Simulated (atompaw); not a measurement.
# Sn: the cost of one run

Method: atompaw 4.2.0.5, LDA (PW92), scalar-relativistic.

### Step 1. The design

Typed settings, in words:

```json
{"element": "tin (Sn, Z = 50)", "type": "PAW", "frozen core": "[Kr] 4d10", "valence charge": "4", "reference configuration": "5s2 5p2", "partial waves": "5s (bound): rc 2.10 bohr; 5s channel at 0.15 Ry: rc 2.10 bohr; 5p (bound): rc 2.80 bohr; 5p channel at 1.4 Ry: rc 2.80 bohr", "local potential": "bessel scheme, radius 2.10 bohr", "core correction": "smooth core density matched at 1.60 bohr", "augmentation charge": "gaussian compensation charge, radius 1.16 bohr; PAW radius 2.80 bohr; waves and projectors: custom rrkj vanderbiltortho"}
```

### Step 2. Generation

Input file Sn.input:

```
Sn 50
LDA-PW scalarrelativistic loggrid 1500 logderivrange -3 5 201
5 5 4 0 0 0
5 1 2
0 0 0
c
c
c
c
v
c
c
c
v
c
c
1
2.80 1.16 2.10 1.60
y
0.15
n
y
1.4
n
custom rrkj vanderbiltortho gaussian
bessel
2.10
2.10
2.80
2.80
PWSCFOUT
UPFDX 0.0125d0 UPFXMIN -7.d0 UPFZMESH 50.d0
END
```

Run with:

```console
$ atompaw < Sn.input > Sn.log
```

**Question.** How long does this run take on 1 thread of Intel Xeon Platinum 8375C at 2.90GHz, shared host?

About 3 s.
